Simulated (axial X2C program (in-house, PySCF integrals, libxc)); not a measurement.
**GeOH⁻: bond lengths and stretches, held linear**

An exercise on one series of results from a longer session: the logs are not shown, and one member is left open.

Method: all-electron X2C, two-component (2c) or spin-free, Ge dyall-v3z, O dyall-av3z, H dyall-v3z; program: an in-house X2C program for linear molecules on PySCF integrals.

All values are calculated.

2 further runs of the same task are left out: 2 set aside as unsound or not needed.

Set-up of the first run:

task.json

```json
{"zs": [32, 8, 1], "q": -1, "bas": ["dyall-v3z", "dyall-av3z", "dyall-v3z"], "r0": [1.84, 0.96], "symm": 0, "scan": ["PBE0", "HF", "TPSSh"], "levels": ["PBE0", "HF", "LDA"], "nst": 2}
```

Keys: zs atomic numbers; q charge; bas basis sets; r0 starting distance in Å; symm equal bonds; scan levels of the two-bond scan (MP2 follows by itself at each HF point); levels methods; nst determinants followed.

On the command line:

```
python solin.py task.json out
```

Masses Ge 73.921, O 15.995, H 1.008 u.

Among the steps run: Scan at PBE0, 2c; Scan at HF, 2c; Scan at TPSSh, 2c.

One of the session's tables, all rows but one given; the rest of the session is left out.

| level | r(Ge–O) (Å) | r(O–H) (Å) | lower stretch (cm⁻¹) | upper stretch (cm⁻¹) |
| --- | --- | --- | --- | --- |
| PBE0, 2c | 1.866 | 0.948 | 517.2 | 4039.6 |
| HF, 2c | ? | ? | ? | ? |
| TPSSh, 2c | 1.875 | 0.953 | 512.2 | 3949.0 |
| MP2, 2c | 1.882 | 0.952 | 496.1 | 4006.6 |
| PBE0, spin-free | 1.866 | 0.948 | 517.4 | 4040.1 |
| HF, spin-free | 1.857 | 0.930 | 517.7 | 4290.5 |
| TPSSh, spin-free | 1.874 | 0.953 | 512.4 | 3949.6 |
| MP2, spin-free | 1.882 | 0.952 | 496.5 | 4006.9 |

Estimate the missing values for HF, 2c.

**Answer.** r(Ge–O) (Å): 1.857; r(O–H) (Å): 0.930; lower stretch (cm⁻¹): 517.5; upper stretch (cm⁻¹): 4290.3.

Scans not shown above were run alike.

To keep in mind: For an anion the highest level of a functional can be positive, and the basis then holds the extra electron. The molecule was held linear; bending was not examined, so a bent shape may lie lower.
